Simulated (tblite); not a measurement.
# C4H11GeNO2: the cost of one run

Computed with tblite 0.8.0 and PySCF 2.14.0, with density-fitted response routines of our own, on a single molecule in the gas phase. Atoms are numbered from 0 throughout.

### Step 1. The starting structure

19 atoms, charge 0, multiplicity 1; geometry from: force field or distance geometry start.

Bonds of the start (Å): C0–C1 1.34, C1–Ge2 1.89, Ge2–N3 1.90, Ge2–O4 1.81, O4–C5 1.42, Ge2–O6 1.74, O6–C7 1.37, C0–H8 1.09, C0–H9 1.08, C1–H10 1.10, N3–H11 1.05, N3–H12 1.04, C5–H13 1.12, C5–H14 1.10, C5–H15 1.10, C7–H16 1.11, C7–H17 1.11, C7–H18 1.12.

### Step 2. Geometry optimisation with GFN2-xTB

The job: settings as JSON, then the geometry in Å.

```
{"job": {"kind": "relax", "xc": "GFN2-xTB", "basis": "xTB"}, "charge": 0, "multiplicity": 1}
C     -1.574200    -2.007400     0.981600
C     -0.423600    -1.752300     0.335100
Ge     0.013500     0.059600     0.007000
N     -0.848300     0.675800    -1.570200
O     -0.658800     1.063900     1.357800
C     -0.779600     2.352600     0.781000
O      1.695000     0.479600    -0.129800
C      2.626400    -0.504700     0.065900
H     -2.151800    -1.115800     1.233900
H     -1.907800    -3.009600     1.221900
H      0.229400    -2.585100     0.047600
H     -1.854900     0.779400    -1.285600
H     -0.791300    -0.103400    -2.253000
H     -0.647100     2.288300    -0.333700
H     -1.795000     2.728900     0.973300
H      0.036100     2.951300     1.215500
H      2.742600    -1.185100    -0.808800
H      2.478400    -1.138000     0.962400
H      3.601200     0.031300     0.220900
```

Run with:

```
$ OMP_NUM_THREADS=1 python probes_run.py task.json out
```

The driver reads the jobs from task.json and runs them one after another.

**Question.** How long does this first job take on 1 thread of Intel Xeon 6975P-C, shared host, and how much memory does it need?

About 1.4 s, with a peak of 0.18 GiB.
